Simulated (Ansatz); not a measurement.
# B₂H₅NSi: how energies converge with the basis set

One table from this session's results is given with a row withheld; the runs are named, their logs left out.

Method: one geometry, several basis sets; program: Ansatz 0.2.0, Gaussian basis.

The runs, in order: PBE0-D4/def2-SVP; ωB97M-V/def2-SVP; PBE0-D4/def2-QZVPP; ωB97M-V/def2-QZVPP; the functionals' def2-TZVPP values are taken from earlier runs.

### Structure used throughout

An earlier PBE0-D4 in a triple-zeta def2 set relaxation fixed the geometry.

SMILES `B1NB[SiH2]1`, 9 atoms, charge 0, spin multiplicity 1.

Atoms are counted from 1 here; the program's logs count them from 0.

Bond lengths: B1–N2 1.430 Å, B1–Si4 2.024 Å, B1–H5 1.195 Å, N2–B3 1.430 Å, N2–H6 1.013 Å, B3–Si4 2.024 Å, B3–H7 1.195 Å, Si4–H8 1.488 Å, Si4–H9 1.489 Å. Angles: N2–B1–Si4 92.2°, N2–B1–H5 123.6°, Si4–B1–H5 143.9°, B1–N2–B3 103.4°, B1–N2–H6 127.0°, B3–N2–H6 127.0°, N2–B3–Si4 92.2°, N2–B3–H7 123.6°, Si4–B3–H7 143.9°, B1–Si4–B3 67.4°, B1–Si4–H8 124.6°, B1–Si4–H9 112.5°, B3–Si4–H8 124.6°, B3–Si4–H9 112.5°, H8–Si4–H9 109.5°.

Set-up of the first run:

The input, in.yaml:

```yaml
crystal:
  periodic: [false, false, false]
  atoms:
    - {symbol: B, position_ang: [-0.801313, 0.675378, -0.524014]}
    - {symbol: N, position_ang: [0.522182, 1.076809, -0.162175]}
    - {symbol: B, position_ang: [1.170467, -0.158451, 0.150193]}
    - {symbol: Si, position_ang: [-0.597234, -1.108812, 0.408584]}
    - {symbol: H, position_ang: [-1.514664, 1.316248, -1.237668]}
    - {symbol: H, position_ang: [0.966480, 1.964377, -0.363860]}
    - {symbol: H, position_ang: [2.353142, -0.319374, 0.084841]}
    - {symbol: H, position_ang: [-0.946718, -2.422991, -0.194634]}
    - {symbol: H, position_ang: [-1.063841, -1.069584, 1.821733]}
basis:
  gaussian: {orbitals: def2-SVP}
hamiltonian: {xc: pbe0, dispersion: d4}
output: {orbitals: {seedname: orbitals}}
```

On the command line:

```bash
$ ansatz run in.yaml --threads 2 --pin off --events-out ev --progress --plain --max-ram 4352MiB
```

Among the steps run: PBE0-D4 in def2-SVP; ωB97M-V in def2-SVP; PBE0-D4 in def2-QZVPP; ωB97M-V in def2-QZVPP.

One of the session's tables, all rows but one given; the rest of the session is left out.

It belongs to the step «Functionals by basis». 

```
functional       basis  HOMO (eV)
   PBE0-D4    def2-SVP      -6.99
   PBE0-D4  def2-TZVPP      -7.02
   PBE0-D4  def2-QZVPP      -7.02
   ωB97M-V    def2-SVP          ?
   ωB97M-V  def2-TZVPP      -9.11
   ωB97M-V  def2-QZVPP      -9.11
```

Q: Estimate the row for ωB97M-V, def2-SVP from the others.

As computed: HOMO (eV): -9.05. In the column «HOMO (eV)» it lies between ωB97M-V, def2-QZVPP (-9.11) and PBE0-D4, def2-TZVPP (-7.02).
